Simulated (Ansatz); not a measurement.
**Alloy of GaAs and GaN (6 of 32 As sites exchanged), 64 atoms**

Aim: relax the alloy cell and compare the gap by PBEsol, HSE06 and r²SCAN.

All numbers are computed with Ansatz 0.2.0 (PAW, plane waves).

## 1. The starting cell

64 atoms (32 Ga, 6 N, 26 As); a = 10.878 Å, b = 10.878 Å, c = 10.878 Å, α = 90.00°, β = 90.00°, γ = 90.00°. All atoms were shaken off their sites by about 0.02 Å along each axis.

Steps to follow: (2) PBEsol cell relaxation at the single k point (¼, ¼, ¼), on 1 × NVIDIA GB200 with 8 threads of Arm Neoverse-V2; (3) HSE06 single point at the Γ point alone, on 1 × NVIDIA GB200 with 8 threads of Arm Neoverse-V2; (4) r²SCAN single point at the Γ point alone, on 1 × NVIDIA GB200 with 8 threads of Arm Neoverse-V2.

## 2. Relaxing cell and atoms with PBEsol

The input, in.yaml:

```yaml
crystal:
  lattice:
    - [10.878486, 0.000000, 0.000000]
    - [0.000000, 10.878486, 0.000000]
    - [0.000000, 0.000000, 10.878486]
  atoms:
    - { symbol: Ga, position: [0.997613, 0.000200, 0.000442] }
    - { symbol: Ga, position: [0.002694, 0.999185, 0.495751] }
    - { symbol: Ga, position: [0.004590, 0.499600, 0.000142] }
    - { symbol: Ga, position: [0.999465, 0.500831, 0.501616] }
    - { symbol: Ga, position: [0.498852, 0.999622, 0.995711] }
    - { symbol: Ga, position: [0.497578, 0.997852, 0.499343] }
    - { symbol: Ga, position: [0.500476, 0.501726, 0.999636] }
    - { symbol: Ga, position: [0.503312, 0.501215, 0.499483] }
    - { symbol: Ga, position: [0.249612, 0.249695, 0.000628] }
    - { symbol: Ga, position: [0.248054, 0.249201, 0.503214] }
    - { symbol: Ga, position: [0.250914, 0.748854, 0.005300] }
    - { symbol: Ga, position: [0.250751, 0.748543, 0.499078] }
    - { symbol: Ga, position: [0.750031, 0.249768, 0.998180] }
    - { symbol: Ga, position: [0.749624, 0.249037, 0.497786] }
    - { symbol: Ga, position: [0.750005, 0.749776, 0.997805] }
    - { symbol: Ga, position: [0.749000, 0.751662, 0.499734] }
    - { symbol: Ga, position: [0.249113, 0.002565, 0.248250] }
    - { symbol: Ga, position: [0.252449, 0.997382, 0.749867] }
    - { symbol: Ga, position: [0.248165, 0.497296, 0.250813] }
    - { symbol: Ga, position: [0.250582, 0.496908, 0.750314] }
    - { symbol: Ga, position: [0.751304, 0.998091, 0.250658] }
    - { symbol: Ga, position: [0.746460, 0.003265, 0.749594] }
    - { symbol: Ga, position: [0.752799, 0.499622, 0.251185] }
    - { symbol: Ga, position: [0.751749, 0.500746, 0.751146] }
    - { symbol: Ga, position: [0.001596, 0.248701, 0.250347] }
    - { symbol: Ga, position: [0.999760, 0.251602, 0.749385] }
    - { symbol: Ga, position: [0.997462, 0.748318, 0.246754] }
    - { symbol: Ga, position: [0.998885, 0.748223, 0.750018] }
    - { symbol: Ga, position: [0.500994, 0.249064, 0.248591] }
    - { symbol: Ga, position: [0.496831, 0.251179, 0.753837] }
    - { symbol: Ga, position: [0.497870, 0.748561, 0.252282] }
    - { symbol: Ga, position: [0.496734, 0.750318, 0.748830] }
    - { symbol: N, position: [0.126303, 0.126249, 0.124371] }
    - { symbol: N, position: [0.122200, 0.127832, 0.624856] }
    - { symbol: N, position: [0.379482, 0.376686, 0.625948] }
    - { symbol: N, position: [0.374758, 0.876211, 0.124608] }
    - { symbol: N, position: [0.876179, 0.124136, 0.877252] }
    - { symbol: N, position: [0.122343, 0.874191, 0.371567] }
    - { symbol: As, position: [0.124312, 0.625284, 0.123743] }
    - { symbol: As, position: [0.122932, 0.624510, 0.620965] }
    - { symbol: As, position: [0.623847, 0.126528, 0.123577] }
    - { symbol: As, position: [0.626266, 0.121888, 0.625674] }
    - { symbol: As, position: [0.625414, 0.622781, 0.126504] }
    - { symbol: As, position: [0.628084, 0.626718, 0.620654] }
    - { symbol: As, position: [0.372914, 0.371595, 0.126670] }
    - { symbol: As, position: [0.374574, 0.871524, 0.627581] }
    - { symbol: As, position: [0.877118, 0.376656, 0.123394] }
    - { symbol: As, position: [0.878960, 0.372649, 0.627590] }
    - { symbol: As, position: [0.873116, 0.873272, 0.128560] }
    - { symbol: As, position: [0.872375, 0.872803, 0.624550] }
    - { symbol: As, position: [0.375396, 0.125327, 0.374107] }
    - { symbol: As, position: [0.374965, 0.121657, 0.878326] }
    - { symbol: As, position: [0.372807, 0.624475, 0.375275] }
    - { symbol: As, position: [0.374342, 0.622828, 0.877327] }
    - { symbol: As, position: [0.878645, 0.122812, 0.374505] }
    - { symbol: As, position: [0.874030, 0.625721, 0.374703] }
    - { symbol: As, position: [0.874603, 0.624799, 0.875211] }
    - { symbol: As, position: [0.125734, 0.373931, 0.374823] }
    - { symbol: As, position: [0.126692, 0.374066, 0.876790] }
    - { symbol: As, position: [0.123815, 0.875493, 0.876396] }
    - { symbol: As, position: [0.627818, 0.377766, 0.375392] }
    - { symbol: As, position: [0.627476, 0.375006, 0.873758] }
    - { symbol: As, position: [0.622817, 0.877187, 0.374551] }
    - { symbol: As, position: [0.625192, 0.874946, 0.876327] }
  symmetry: { detect: false }
kpoints:
  mp_grid: { grid: [1, 1, 1], shift: [0.25, 0.25, 0.25] }
hamiltonian:
  xc: pbesol
scf:
  occupations: { method: fermi_dirac, width: 0.01 }
relax:
  f_tol: 0.03
  max_steps: 80
  escape_saddle: false
  adjacent_minimum: "off"
  cell: { fix: [shape] }
output:
  forces: true
  eigenvalues: true
  populations: true
```

On the command line:

```sh
$ ansatz run in.yaml --threads 8 --pin off --max-ram 118750MiB --runs-dir r --events-out ev --progress --plain --backend cuda --devices 0, --max-vram 170GiB
```

Further steps of the session: Single point with HSE06; r²SCAN single point.

Q: Predict the outcome of this session. Wanted: for each run, top filled to lowest empty.

**Answer**, as computed:

```
             level         time   k points  top filled to lowest empty (eV)
PBEsol, relaxation  7.9 s (GPU)  (¼, ¼, ¼)                             0.72
             HSE06   33 s (GPU)          Γ                             0.42
            r²SCAN  4.5 s (GPU)          Γ                             none
```

| quantity | value |
| --- | --- |
| relaxation | 8 recorded steps, 12.11 eV gained |
| largest shift | 0.50 Å (Ga27) |
| relaxed cell | a = 10.872 Å, b = 10.872 Å, c = 10.872 Å, α = 90.00°, β = 90.00°, γ = 90.00° |
| mean bonds | As–Ga 2.434, Ga–N 2.062 Å |

**Reading.** Relaxation gains 12.11 eV, with shifts up to 0.50 Å (Ga27), while the volume changes by -0.2 %. The mean lengths of the listed bonds run from Ga–N 2.06 Å to As–Ga 2.43 Å. Rows on different k points differ by sampling as well as by level. Exact exchange costs time: HSE06 ran about 7.3 times as long as r²SCAN on the same kind of device. r²SCAN leaves levels partly filled (a spacing under the smearing width does that too), while HSE06 opens a spacing of 0.42 eV. No spin–orbit coupling is included; with elements this heavy it would shift the edges. With one k point the spacing samples only the states that fold onto it, so it can exceed the gap over the zone.
